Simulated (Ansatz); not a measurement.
# Sc2WS6: the cost of one run

Program: Ansatz 0.2.0. Level of theory: DFT PBE, scalar-relativistic, plane waves, PAW. These are calculated values, not measurements.

1 further run of the same task is left out (set aside as unsound or not needed).

### 1 Starting point

It takes space group Fm-3m (No. 225, cubic). The conventional cell has a = 9.199 Å, b = 9.199 Å, c = 9.199 Å, α = 90.00°, β = 90.00°, γ = 90.00°. Sc (site symmetry -43m) is surrounded by 12 S at 3.25 Å. W (site symmetry m-3m) has 6 S at 2.23 Å as nearest neighbours. S (site symmetry 4mm) is surrounded by 1 W at 2.23 Å.

Structure file:

```xyz
9
Lattice="0.0000 4.5997 4.5997 4.5997 0.0000 4.5997 4.5997 4.5997 0.0000" Properties=species:S:1:pos:R:3 pbc="T T T"
Sc    2.2998    2.2998    2.2998
Sc    6.8995    6.8995    6.8995
W     0.0000    0.0000    0.0000
S     2.2287    4.5997    4.5997
S     4.5997    2.2287    4.5997
S     4.5997    4.5997    2.2287
S     6.9706    4.5997    4.5997
S     4.5997    6.9706    4.5997
S     4.5997    4.5997    6.9706
```

The cell is invented: perovskite family, tilts a0a0a0, rock order on B (Fm-3m, No. 225). The dimensions are guesses.

### 2 A first look at the guess

input.yaml reads:

```yaml
crystal:
  lattice:
    - [0.0, 4.59967434, 4.59967434]
    - [4.59967434, 0.0, 4.59967434]
    - [4.59967434, 4.59967434, 0.0]
  atoms:
    - { symbol: Sc, position: [0.25, 0.25, 0.25] }
    - { symbol: Sc, position: [0.75, 0.75, 0.75] }
    - { symbol: W, position: [0.0, 0.0, 0.0] }
    - { symbol: S, position: [0.75773107, 0.24226893, 0.24226893] }
    - { symbol: S, position: [0.24226893, 0.75773107, 0.24226893] }
    - { symbol: S, position: [0.24226893, 0.24226893, 0.75773107] }
    - { symbol: S, position: [0.24226893, 0.75773107, 0.75773107] }
    - { symbol: S, position: [0.75773107, 0.24226893, 0.75773107] }
    - { symbol: S, position: [0.75773107, 0.75773107, 0.24226893] }
basis:
  ecutwfc: 420
kpoints:
  mp_grid: { grid: [4, 4, 4] }
hamiltonian:
  xc: pbe
scf:
  occupations: { method: gaussian, width: 0.1 }
  lower_state_search: "off"
output:
  forces: true
  stress: true
  eigenvalues: true
```

On the command line:

```bash
> ansatz run input.yaml --threads 1 --pin off --max-ram 2048MiB --backend cpu --events-out ev --progress --plain --runs-dir out
```

What time and memory should one allow on 1 thread of Arm Neoverse V1, shared host?

About 5.5 s, with a peak of 0.45 GiB.
